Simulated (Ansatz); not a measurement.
SiF under changes of volume

One of the cells (13.890 Å³/atom); the others are scaled copies at fixed shape and fractional positions:

```
CELL_PARAMETERS angstrom
3.02860 0.00000 0.00000
0.00000 3.02860 0.00000
0.00000 0.00000 3.02860
ATOMIC_POSITIONS crystal
Si 0.50000 0.50000 0.50000
F 0.00000 0.00000 0.00000
```

The cell was built by a generator and needn't be a form met in nature.

- Program: Ansatz 0.2.0
- Functional: PBE
- Potentials or basis: JTH PAW
- Cutoff: 1500 eV (not typed: the program's choice for these potentials)
- k mesh: 9 × 9 × 9
- Occupations: fermi-dirac, width 0.05 eV
- Spin: no spin polarisation

```csv
volume (Å³/atom),energy over the lowest point (meV/atom),pressure (GPa)
13.056,?,?
13.334,5.65,3.4
13.612,1.38,1.7
13.890,0.00,0.1
14.168,1.18,-1.3
14.445,4.64,-2.5
14.723,10.14,-3.7
```

What does the run at 13.056 Å³/atom give?

Energy over the lowest point 13.14 meV/atom; pressure 5.3 GPa.

Worked out: A Birch-Murnaghan fit of order 3 (a polynomial in V^(-2/3)) to the other rows has its minimum at 13.90 Å³/atom with B0 = V·E''(V) = 74 GPa and B' = 4.8. It gives 13.16 meV/atom at 13.056 Å³/atom, against the run's 13.14, and -dE/dV = 5.3 GPa, against 5.3.

Energies are extrapolated to zero smearing.

Caveats: an odd number of electrons without spin polarisation forces a metal; a magnetic or distorted state may lie lower.
